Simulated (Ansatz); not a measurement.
Wanted: the native input for an Ansatz 0.2.0 run.

| Item | Value |
| --- | --- |
| Task | band structure |
| Functional | BLYP |
| Potentials or basis | Ansatz PAW |
| Cutoff | 420 eV (not typed: the program's choice for these potentials) |
| k mesh | 5 × 6 × 4 |
| Occupations | fermi-dirac, width 0.05 eV |
| Spin | no spin polarisation |
| Path | [["G", "Y", "H", "C", "E", "M1", "A", "X", "H1"], ["M", "D", "Z"], ["Y", "D"]] |
| Points for each segment of the path | 10 |

The system is HPbNO4.

```
H Pb N O
1.0
     6.85877    0.00000    0.00000
     0.00000    4.22865    0.00000
    -3.39101    0.00000    7.27459
H Pb N O
2 2 2 8
Direct
  0.22549 0.75000 0.50730
  0.77451 0.25000 0.49270
  0.30229 0.25000 0.28494
  0.69771 0.75000 0.71506
  0.21484 0.75000 0.83567
  0.78516 0.25000 0.16433
  0.33078 0.75000 0.45338
  0.40909 0.75000 0.86901
  0.15508 0.75000 0.96537
  0.07083 0.75000 0.66955
  0.66922 0.25000 0.54661
  0.59091 0.25000 0.13099
  0.84492 0.25000 0.03463
  0.92917 0.25000 0.33045
```

The cell was built by a generator and needn't be a form met in nature.

One way to write it, as run:

input.yaml

```yaml
crystal:
  lattice:
    - [6.85877, 0.0, 0.0]
    - [0.0, 4.22865, 0.0]
    - [-3.39101, 0.0, 7.27459]
  atoms:
    - { symbol: H, position: [0.22549, 0.75, 0.5073] }
    - { symbol: H, position: [0.77451, 0.25, 0.4927] }
    - { symbol: Pb, position: [0.30229, 0.25, 0.28494] }
    - { symbol: Pb, position: [0.69771, 0.75, 0.71506] }
    - { symbol: "N", position: [0.21484, 0.75, 0.83567] }
    - { symbol: "N", position: [0.78516, 0.25, 0.16433] }
    - { symbol: O, position: [0.33078, 0.75, 0.45338] }
    - { symbol: O, position: [0.40909, 0.75, 0.86901] }
    - { symbol: O, position: [0.15508, 0.75, 0.96537] }
    - { symbol: O, position: [0.07083, 0.75, 0.66955] }
    - { symbol: O, position: [0.66922, 0.25, 0.54661] }
    - { symbol: O, position: [0.59091, 0.25, 0.13099] }
    - { symbol: O, position: [0.84492, 0.25, 0.03463] }
    - { symbol: O, position: [0.92917, 0.25, 0.33045] }
hamiltonian:
  xc: blyp
  pseudopotentials: { kind: paw }
kpoints:
  mp_grid: { grid: [5, 6, 4] }
  band_path:
    path:
      - [[0.0, 0.0, 0.0], [0.0, 0.0, 0.5], [-0.3888956494, 0.0, 0.6922719433], [-0.5, 0.0, 0.5], [-0.5, 0.5, 0.5], [-0.6111043506, 0.5, 0.3077280567], [-0.5, 0.5, 0.0], [-0.5, 0.0, 0.0], [-0.6111043506, 0.0, 0.3077280567]]
      - [[-0.3888956494, 0.5, 0.6922719433], [0.0, 0.5, 0.5], [0.0, 0.5, 0.0]]
      - [[0.0, 0.0, 0.5], [0.0, 0.5, 0.5]]
    npoints: 10
scf:
  occupations: { method: fermi_dirac, width: 0.05 }
  n_extra_bands: 35
output:
  forces: true
  stress: true
  eigenvalues: true
  fatbands: false
```

Potentials or basis: Ansatz PAW.

Run with:

```console
$ ansatz run input.yaml --threads 8 --pin off --max-ram 20480MiB --backend cpu --events-out ev --progress --plain --runs-dir out
```

Results of the run:

* Pressure: 2.0 GPa
* Largest force: 0.337 eV/Å
* Band gap on the k mesh: 3.07 eV, indirect (least direct gap 3.28 eV)
* Band gap along the path: 3.05 eV, indirect (least direct gap 3.28 eV)

Caveat: the pressure holds a Pulay correction of +0.7 GPa for the finite cutoff; spin-orbit coupling is left out, which as a rule narrows the gap of such compounds by several tenths of an eV; the PAW data sets come from PBE, with cores solved anew for the run's functional, which leaves a small shift of forces and pressure.

Wall time 12 s on 8 threads of Arm Neoverse V2, with other jobs on the host, peak memory 1.4 GiB.
